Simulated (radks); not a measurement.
# Polarisabilities and dispersion coefficients of Cu, Zn⁺, Ga²⁺ and others

The task here is to estimate one member of a computed series from the others.

Method: scalar-relativistic Kohn-Sham, LB94 model potential, spin-unpolarised, spherical densities, finite nucleus. Code: radks (a radial shooting solver on a logarithmic mesh, Libxc functionals) version 1.

## Starting point

| Property | Result |
| --- | --- |
| species | Cu ([Ar] 3d10 4s1), Zn⁺ ([Ar] 3d10 4s1), Ga²⁺ ([Ar] 3d10 4s1), Ge³⁺ ([Ar] 3d10 4s1), As⁴⁺ ([Ar] 3d10 4s1), Se⁵⁺ ([Ar] 3d10 4s1), Br⁶⁺ ([Ar] 3d10 4s1), Kr⁷⁺ ([Ar] 3d10 4s1), Rb⁸⁺ ([Ar] 3d10 4s1) |

LB94 adds a gradient term to the LDA potential that gives it a −1/r tail. It is a model potential with no energy functional, so Etot and Exc are not given.

Set-up of the first run:

The run's settings:

```text
Z 29
configuration [Ar] 3d10 4s1
relativity scalar-relativistic
functional lda,pw
model_potential LB94
spin unpolarised
nucleus finite rms 3.8823 fm
c 137.035999084
response adiabatic LDA kernel
```

Among the steps run: Cu, [Ar] 3d10 4s1; Zn⁺, [Ar] 3d10 4s1; Ga²⁺, [Ar] 3d10 4s1; Ge³⁺, [Ar] 3d10 4s1; As⁴⁺, [Ar] 3d10 4s1; Se⁵⁺, [Ar] 3d10 4s1; Br⁶⁺, [Ar] 3d10 4s1; Kr⁷⁺, [Ar] 3d10 4s1; Rb⁸⁺, [Ar] 3d10 4s1.

One of the session's tables, all rows but one given; the rest of the session is left out.

```
species  −ε(HOMO) (eV)  α (bohr³)  α uncoupled (bohr³)  C6 (hartree bohr⁶)  C8 (hartree bohr⁸)
     Cu          9.076      27.05                41.55               148.4                5549
    Zn⁺              ?          ?                    ?                   ?                   ?
   Ga²⁺         33.346      7.349                10.51               21.26               326.8
   Ge³⁺         48.829      4.808                6.725               11.10               129.8
   As⁴⁺         66.346      3.372                4.636               6.417               60.02
   Se⁵⁺         85.829      2.479                3.362               3.983               30.76
   Br⁶⁺         107.24      1.887                2.530               2.605               16.99
   Kr⁷⁺         130.54      1.475                1.959               1.774               9.943
   Rb⁸⁺         155.71      1.177                1.550               1.247               6.090
```

**Question.** Estimate the row for Zn⁺.

As computed: −ε(HOMO) (eV): 20.018; α (bohr³): 12.58; α uncoupled (bohr³): 18.56; C6 (hartree bohr⁶): 47.97; C8 (hartree bohr⁸): 1054. In the column «−ε(HOMO) (eV)» it lies between Cu (9.076) and Ga²⁺ (33.346).

In words: Uncoupled leaves out the potential induced by the response; C8 is given only where no p, d or f shell is open.
